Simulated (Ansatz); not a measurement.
# Hf4N: the cost of one run

Program: Ansatz 0.2.0. Level of theory: DFT PBE, scalar-relativistic, plane waves, PAW. These are calculated values, not measurements.

2 further runs of the same task are left out: 1 that didn't finish, 1 set aside as unsound or not needed.

### Step 1. The system as given

The structure is cubic, space group Pm-3m (No. 221). The conventional cell has a = 4.512 Å, b = 4.512 Å, c = 4.512 Å, α = 90.00°, β = 90.00°, γ = 90.00°. Around Hf (site symmetry 4/mmm) lie 2 N at 2.26 Å. Hf (site symmetry m-3m) has 12 Hf at 3.19 Å as nearest neighbours. N (site symmetry m-3m) has 6 Hf at 2.26 Å as nearest neighbours.

Coordinates:

```cif
data_structure
_symmetry_space_group_name_H-M 'P 1'
_symmetry_Int_Tables_number 1
_cell_length_a 4.5123
_cell_length_b 4.5123
_cell_length_c 4.5123
_cell_angle_alpha 90.000
_cell_angle_beta 90.000
_cell_angle_gamma 90.000
_cell_volume 91.87
loop_
_atom_site_label
_atom_site_type_symbol
_atom_site_fract_x
_atom_site_fract_y
_atom_site_fract_z
_atom_site_occupancy
Hf1 Hf 0.50000 0.00000 0.00000 1
Hf2 Hf 0.00000 0.50000 0.00000 1
Hf3 Hf 0.00000 0.00000 0.50000 1
Hf4 Hf 0.50000 0.50000 0.50000 1
N1 N 0.00000 0.00000 0.00000 1
```

The start is the relaxed end of an invented cell (made as: random cell by space group and Wyckoff sites (Pm-3m, No. 221)), taken up again for a closer look.

### Step 2. The guess as it stands, on a coarse mesh

Input file input.yaml:

```yaml
crystal:
  lattice:
    - [4.5122724, 0.0, 0.0]
    - [0.0, 4.5122724, 0.0]
    - [0.0, 0.0, 4.5122724]
  atoms:
    - { symbol: Hf, position: [0.5, 0.0, 0.0] }
    - { symbol: Hf, position: [0.0, 0.5, 0.0] }
    - { symbol: Hf, position: [0.0, 0.0, 0.5] }
    - { symbol: Hf, position: [0.5, 0.5, 0.5] }
    - { symbol: "N", position: [0.0, 0.0, 0.0] }
basis:
  ecutwfc: 420
kpoints:
  mp_grid: { grid: [4, 4, 4] }
hamiltonian:
  xc: pbe
scf:
  occupations: { method: gaussian, width: 0.1 }
  lower_state_search: "off"
output:
  forces: true
  stress: true
  eigenvalues: true
```

Started as:

```bash
$ ansatz run input.yaml --threads 1 --pin off --max-ram 3072MiB --backend cpu --events-out ev --progress --plain --runs-dir out
```

Q: Estimate wall time and peak memory on 1 thread of Arm Neoverse V2, shared host.

About 3.3 s, with a peak of 0.36 GiB.
